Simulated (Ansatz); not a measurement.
# Te: the cost of one run

Computed with Ansatz 0.2.0 through its Python package. Level of theory: DFT r2SCAN, plane waves, PAW.

## (1) Starting point

The structure is trigonal, space group R-3m (No. 166). The conventional cell has a = 4.612 Å, b = 4.612 Å, c = 5.073 Å, α = 90.00°, β = 90.00°, γ = 120.00°. Te (site symmetry -3m) has 6 Te at 3.15 Å in its first shell of neighbours.

No structure file is read: the coordinates are typed or built in the script.

## (2) Script

compress_te.py

```python
# -*- coding: utf-8 -*-
"""Cell of Te under pressure."""

import ansatz as az
import numpy as np
import pandas as pd

def edges_and_angles(cell):
    cell = np.asarray(cell)
    a, b, c = np.linalg.norm(cell, axis=1)
    cosines = cell[1] @ cell[2] / (b * c), cell[0] @ cell[2] / (a * c), cell[0] @ cell[1] / (a * b)
    return (a, b, c, *np.degrees(np.arccos(cosines)))


def main():
    lattice = az.Lattice.of(
        [2.30590434, 1.33131449, 1.6909537],
        [-2.30590434, 1.33131449, 1.6909537],
        [0.0, -2.66262899, 1.6909537],
    )
    sites = [
        ("Te", [0.5, 0.5, 0.5]),
    ]
    crystal = az.Crystal(lattice=lattice)
    for symbol, position in sites:
        crystal = crystal.atom(symbol, position)

    job = (
        crystal.calculation()
        .pseudopotentials("paw")
        .functional("r2scan")
        .occupations("gaussian", width=0.1)
        .kpoints(11, 11, 11)
    )

    # H = F + PV, with 1 GPa A^3 = 1/160.21766 eV
    rows = []
    for pressure in [-2, 0, 2, 5, 10]:
        outcome = job.relax(cell=True, pressure=pressure, force_tolerance=0.02).run(threads=1, pin="off")
        cell = outcome.lattice.cell_ang
        n_atoms = len(outcome.lattice.sites)
        volume = abs(np.linalg.det(cell)) / n_atoms
        enthalpy = outcome.report["free_energy_ev"] / n_atoms + pressure * volume / 160.21766
        rows.append((pressure, volume, enthalpy, *edges_and_angles(cell)))
        print(f"{pressure} GPa done: {volume:.4f} A^3/atom")

    table = pd.DataFrame(rows, columns=["P_GPa", "V_A3_atom", "H_eV_atom", "a", "b", "c", "alpha", "beta", "gamma"])
    print(table.round(4).to_string(index=False))
    p, v = np.array([row[0] for row in rows], float), np.array([row[1] for row in rows])
    print("mean bulk modulus between rows (GPa):", np.round(-np.diff(p) / np.diff(np.log(v)), 1))


if __name__ == "__main__":
    main()
```

## (3) The calls as engine input

The package turns the script's settings into the engine's input (first run):

```yaml
crystal:
  lattice:
    - [2.30590434, 1.33131449, 1.6909537]
    - [-2.30590434, 1.33131449, 1.6909537]
    - [0.0, -2.66262899, 1.6909537]
  atoms:
    - { symbol: Te, position: [0.5, 0.5, 0.5] }
kpoints:
  mp_grid:
    grid: [11, 11, 11]
hamiltonian:
  xc: r2scan
  pseudopotentials:
    kind: paw
scf:
  occupations:
    method: gaussian
    width: 0.1
relax:
  f_tol: 0.02
  cell:
    p_target: -2.0
```

## (4) Running it

Run with:

```sh
$ python compress_te.py
```

**Question.** How long does this script take on 1 thread of Arm Neoverse V2, shared host, and how much memory does it need?

About 3.5 min, with a peak of 0.56 GiB.
